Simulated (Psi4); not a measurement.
# MP2/cc-pVDZ (density fitting, density fitting for correlation, sweep point 1) run of SiH4S2O (SMILES O[SiH2]SS)

We compute a single-point energy of SiH4S2O. 

The results are computed with Psi4 1.11.

7 further runs of the same task are left out: 7 set aside as unsound or not needed.

**1. Starting point**

SiH4S2O has 8 atoms, charge 0, and is taken as a singlet. As SMILES, `O[SiH2]SS`. The coordinates come from a PBE0-D4/def2-TZVP relaxation. This is one conformer, not always the lowest.

Bond lengths: O1–Si2 1.637 Å, Si2–S3 2.146 Å, S3–S4 2.068 Å, O1–H5 0.960 Å, Si2–H6 1.484 Å, Si2–H7 1.480 Å, S4–H8 1.347 Å. Angles: O1–Si2–S3 112.9°, Si2–S3–S4 95.0°, O1–Si2–H6 111.0°, O1–Si2–H7 107.0°, S3–Si2–H6 106.9°, S3–Si2–H7 106.6°, Si2–O1–H5 116.1°, S3–S4–H8 98.4°, H6–Si2–H7 112.3°.

**2. The energy at MP2/cc-pVDZ (density fitting, density fitting for correlation, sweep point 1)**

Contents of calc.dat:

```
memory 1.6 GB

molecule mol {
  O      0.267700     1.142800    -1.342000
  Si     0.928500     0.284000    -0.115400
  S      0.155000    -1.713700     0.018200
  S     -1.811500    -1.128300     0.276200
  H     -0.681500     1.279900    -1.299000
  H      0.669200     0.936800     1.192300
  H      2.374700     0.159000    -0.404700
  H     -1.810000    -1.017500     1.618400
  symmetry c1
}

set {
  basis cc-pVDZ
  scf_type df
  num_frozen_docc 16
}

E, wfn = energy("mp2", return_wfn=True)
```

Launch:

```bash
$ psi4 -n 1 calc.dat calc.out
```

What values should one expect? Wanted: total energy; HOMO energy; LUMO energy; HOMO–LUMO gap; correlation energy.

Answer, from the run:

Level: MP2/cc-pVDZ (density fitting, density fitting for correlation, sweep point 1), 16 core orbitals frozen.

| quantity | value |
| --- | --- |
| total energy | -1161.80140 Eh |
| HOMO energy (Hartree–Fock orbitals) | -10.17 eV |
| LUMO energy (Hartree–Fock orbitals) | 2.75 eV |
| HOMO–LUMO gap (Hartree–Fock orbitals) | 12.92 eV |
| correlation energy (16 core orbitals frozen) | -549.2 mEh |
